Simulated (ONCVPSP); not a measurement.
**Zinc: generating and testing an ONCV potential**

Do these settings give a usable potential? It is generated, then checked for transferability, scattering, ghosts and hardness.

Program: ONCVPSP 4.0.1.1 (patched build). Reference atom: PBE, scalar-relativistic, spherical and spin-unpolarised. All values are calculated.

## 1. The atom and the settings

Typed settings, in words:

* element: zinc (Zn, Z = 30)
* type: optimised norm-conserving Vanderbilt (ONCV)
* frozen core: [Ar]
* valence charge: 12
* reference configuration: 3d10 4s1 4p1
* partial waves: 4s: rc 1.60 bohr, ncon 5, nbas 8, qcut 4.4 1/bohr, 2 projectors, debl 0.3 Ha; 4p: rc 2.55 bohr, ncon 5, nbas 9, qcut 3.8 1/bohr, 2 projectors, debl 1.5 Ha; 3d: rc 1.25 bohr, ncon 4, nbas 9, qcut 13.3 1/bohr, 2 projectors, debl 2.2 Ha
* local potential: polynomial inside 0.85 bohr (lpopt 1, dvloc0 3 Ha)
* core correction: Teter function, fcfact 3, rcfact 1.35

## 2. Generating the potential

Zn.dat

```
# ATOM AND REFERENCE CONFIGURATION
# atsym  z   nc   nv     iexc    psfile
  Zn 30.00    5    3        4      upf
#
#   n    l    f
    1    0    2.00
    2    0    2.00
    2    1    6.00
    3    0    2.00
    3    1    6.00
    3    2   10.00
    4    0    1.00
    4    1    1.00
#
# PSEUDOPOTENTIAL AND OPTIMIZATION
# lmax
    2
#
#   l,   rc,      ep,       ncon, nbas, qcut
    0    1.60    0.00    5    8    4.40
    1    2.55    0.00    5    9    3.80
    2    1.25    0.00    4    9   13.30
#
# LOCAL POTENTIAL
# lloc, lpopt,  rc(5),   dvloc0
    4    1    0.85    3.00
#
# VANDERBILT-KLEINMAN-BYLANDER PROJECTORs
# l, nproj, debl
    0    2    0.30
    1    2    1.50
    2    2    2.20
#
# MODEL CORE CHARGE
# icmod, fcfact, rcfact
    3    3.00    1.35
#
# LOG DERIVATIVE ANALYSIS
# epsh1, epsh2, depsh
   -2.00    5.00    0.02
#
# OUTPUT GRID
# rlmax, drl
    6.00    0.01
#
# TEST CONFIGURATIONS
# ncnf
    4
# nvcnf
#   n    l    f
    3
    3    2   10.00
    4    0    2.00
    4    1    0.00
#
    3
    3    2   10.00
    4    0    1.00
    4    1    0.00
#
    3
    3    2   10.00
    4    0    0.00
    4    1    0.00
#
    3
    3    2    9.00
    4    0    2.00
    4    1    1.00
#
```

Command:

```console
$ oncvpsp.x < Zn.dat > Zn.out
```

Q: Predict the outcome of this session. Wanted: cutoffs for 1 and 0.1 mHa per electron, occupied waves; bound ghosts; GHOST(+) flags; largest test error; largest phase difference near zero energy, channels read; rms error of d²Exc/dn², without and with the model core.

As calculated:

```
                                                quantity                            value
  cutoffs for 1 and 0.1 mHa per electron, occupied waves                  68 Ha and 76 Ha
                                            bound ghosts  s at -114.65 eV, s at -31.65 eV
                                          GHOST(+) flags          s at 592 eV, p at 88 eV
                            largest test error (AE − PS)        -140 meV, for 3d9 4s2 4p1
largest phase difference near zero energy, channels read                        0.001 rad
 rms error of d²Exc/dn², without and with the model core                5.37 and 2.70 mHa
```

**Reading.** It has a bound ghost (s), a state that the atom doesn't have, and that rules the file out. By total energies transferability is poor: the largest error is 140 meV on 7.2 eV, for 3d9 4s2 4p1. By its cutoff, 68 Ha for the looser tolerance, it is very hard. At the looser tolerance the 3d wave is the slowest; 4s needs 50 Ha. Near zero energy the phases of the channels with partial waves agree within 0.001 rad. The pseudo curves have a pole with no partner nearby in the atom's: s at -1.17 Ha. The program also flags highly localised states, GHOST(+) (s, p). These are tests on the free atom; a crystal test is still owed.
